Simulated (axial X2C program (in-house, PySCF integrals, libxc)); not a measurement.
# PtIn: EOM-EA-CCSD levels

Wanted for PtIn: EOM-EA-CCSD levels, at the two-component level.

The runs use an in-house X2C program for linear molecules on PySCF integrals; two-component X2C with atomic mean-field terms, Pt dyall-acv3z, In dyall-acv3z.

All values are calculated.

**1. The job**

Input file task.json:

```json
{
 "zs": [
  78,
  49
 ],
 "q": 0,
 "bas": [
  "dyall-acv3z",
  "dyall-acv3z"
 ],
 "r0": 2.65,
 "eom": "ea",
 "thr": -1.0,
 "nmax": 92,
 "grid": [
  1,
  0.96,
  1.045,
  0.92,
  1.09,
  1.15
 ]
}
```

Keys: zs atomic numbers; q charge; bas basis sets; r0 starting distance in Å; eom kind of EOM run; thr threshold in hartree for freezing inner shells (an s shell follows its p shell); nmax most natural virtual spinors; grid distances as factors.

The run is started by

```bash
> python soeom.py task.json out
```

After this run come: EOM-EA-CCSD at 2.596 Å.

What does the calculation give? Wanted: next root led by one particle; T1 of the reference.

**Answer**, as computed:

| quantity | value |
| --- | --- |
| lowest root at 2.596 Å | Ω = 1/2, 7.047 eV |
| next root led by one particle | Ω = 1/2, about 16210 cm⁻¹ higher |
| T1 of the reference | 0.038 |

In words: The added electron is bound by 7.05 eV in a spinor of 44% Pt sσ, 42% In pσ. Errors of 0.1 to 0.3 eV are usual at this size, and roots led by higher excitations are left out, so the list is incomplete, and low states of that kind can be missing. T1 or the largest double amplitude of the reference is raised, which lowers the reliability.
